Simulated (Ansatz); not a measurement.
**C4H10O3: up Jacob's ladder to CCSD(T)**

Aim: compute C4H10O3 with functionals from several rungs and with coupled cluster, and see how far each lands from CCSD(T) at the basis-set limit for the atomisation energy.

Computed with Ansatz 0.2.0, Gaussian basis. Level: functionals in def2-TZVPP, the program's frozen cores in correlated methods.

The runs, in order: PBE-D4, r2SCAN-D4, PBE0-D4, B3LYP-D4, ωB97X-V, ωB97M-V, B2PLYP; CCSD(T)/def2-TZVPP; MP2/def2-QZVPP; extrapolation to the limit.

## Step 1: Structure used throughout

An earlier PBE0-D4 in a triple-zeta def2 set relaxation fixed the geometry.

SMILES `OCCOCCO`, 17 atoms, charge 0, spin multiplicity 1.

Atoms are counted from 1 here; the program's logs count them from 0.

Bond lengths: O1–C2 1.407 Å, O1–H8 0.964 Å, C2–C3 1.512 Å, C2–H9 1.094 Å, C2–H10 1.101 Å, C3–O4 1.421 Å, C3–H11 1.094 Å, C3–H12 1.093 Å, O4–C5 1.409 Å, C5–C6 1.508 Å, C5–H13 1.094 Å, C5–H14 1.098 Å, C6–O7 1.414 Å, C6–H15 1.100 Å, C6–H16 1.097 Å, O7–H17 0.959 Å. Angles: C2–O1–H8 106.0°, O1–C2–C3 111.2°, O1–C2–H9 107.6°, O1–C2–H10 110.8°, C3–C2–H9 109.6°, C3–C2–H10 110.1°, H9–C2–H10 107.3°, C2–C3–O4 110.3°, C2–C3–H11 111.5°, C2–C3–H12 109.5°, O4–C3–H11 111.0°, O4–C3–H12 105.7°, H11–C3–H12 108.7°, C3–O4–C5 115.3°, O4–C5–C6 112.9°, O4–C5–H13 107.0°, O4–C5–H14 111.3°, C6–C5–H13 108.3° and more.

As a file:

```
O    -0.2231   -0.1836   -2.9836
C     0.7996   -0.2357   -2.0181
C     0.3275   -0.9234   -0.7574
O    -0.8390   -0.2857   -0.2560
C    -0.6062    0.8235    0.5807
C    -0.5390    0.4534    2.0412
O     0.6700   -0.2345    2.2927
H    -1.0286    0.0424   -2.5052
H     1.6351   -0.7935   -2.4500
H     1.1672    0.7750   -1.7834
H     1.1143   -0.9548    0.0015
H     0.0260   -1.9475   -0.9923
H    -1.4443    1.5128    0.4389
H     0.3118    1.3532    0.2956
H    -0.5985    1.3772    2.6357
H    -1.4092   -0.1693    2.2847
H     0.6363   -0.6096    3.1749
```

## Step 2: PBE-D4 (GGA)

The input, in.yaml:

```yaml
crystal:
  periodic: [false, false, false]
  atoms:
    - {symbol: O, position_ang: [-0.223062, -0.183606, -2.983560]}
    - {symbol: C, position_ang: [0.799591, -0.235660, -2.018066]}
    - {symbol: C, position_ang: [0.327512, -0.923450, -0.757361]}
    - {symbol: O, position_ang: [-0.838992, -0.285714, -0.255971]}
    - {symbol: C, position_ang: [-0.606179, 0.823512, 0.580656]}
    - {symbol: C, position_ang: [-0.539013, 0.453444, 2.041230]}
    - {symbol: O, position_ang: [0.670005, -0.234489, 2.292657]}
    - {symbol: H, position_ang: [-1.028635, 0.042443, -2.505157]}
    - {symbol: H, position_ang: [1.635131, -0.793541, -2.450023]}
    - {symbol: H, position_ang: [1.167246, 0.775021, -1.783354]}
    - {symbol: H, position_ang: [1.114274, -0.954788, 0.001549]}
    - {symbol: H, position_ang: [0.026024, -1.947500, -0.992271]}
    - {symbol: H, position_ang: [-1.444300, 1.512842, 0.438873]}
    - {symbol: H, position_ang: [0.311820, 1.353167, 0.295594]}
    - {symbol: H, position_ang: [-0.598522, 1.377216, 2.635662]}
    - {symbol: H, position_ang: [-1.409163, -0.169270, 2.284672]}
    - {symbol: H, position_ang: [0.636273, -0.609618, 3.174873]}
basis:
  gaussian: {orbitals: def2-TZVPP}
hamiltonian: {xc: pbe, dispersion: d4}
output: {forces: true, orbitals: {seedname: orbitals}}
```

Started as:

```console
> ansatz run in.yaml --threads 2 --pin off --events-out ev --progress --plain --max-ram 32768MiB --backend cuda --devices 0, --max-vram 18GiB
```

After this run come: r2SCAN-D4 (meta-GGA); PBE0-D4 (hybrid); B3LYP-D4 (hybrid); ωB97X-V (range-separated); ωB97M-V (range-separated); B2PLYP (double hybrid); CCSD(T) in def2-TZVPP; MP2 in def2-QZVPP.

Before running them: what should the planned runs give, taken together? Wanted: atomisation energy, CCSD(T)/CBS; farthest; mean size of error, hybrid; mean size of error, range-separated; gap, smallest and largest; T1 diagnostic; triples share of the correlation energy.

The runs gave:

```
                               quantity                                           value
        atomisation energy, CCSD(T)/CBS                                   6645.5 kJ/mol
 functionals within 33.2 kJ/mol (0.5 %)  r2SCAN-D4, PBE0-D4, B3LYP-D4, ωB97X-V, ωB97M-V
                               farthest                          PBE-D4 (+159.0 kJ/mol)
             mean size of error, hybrid                                     15.4 kJ/mol
    mean size of error, range-separated                                      7.2 kJ/mol
              gap, smallest and largest            5.64 eV (PBE-D4), 12.47 eV (ωB97X-V)
                          T1 diagnostic                                          0.0106
triples share of the correlation energy                                           3.6 %
```

**Reading.** PBE-D4 is off by +159.0 kJ/mol. Double hybrids carry the basis error of their MP2 part in triple zeta, and no dispersion term here, so their miss is partly the set-up's. The reference freezes the cores and leaves out relativity and excitations past (T), so misses under about 33.2 kJ/mol can't be ranked. Hartree-Fock recovers 71 % of the binding; the rest is correlation. Orbital gaps span 5.6 to 12.5 eV; exact exchange widens them.
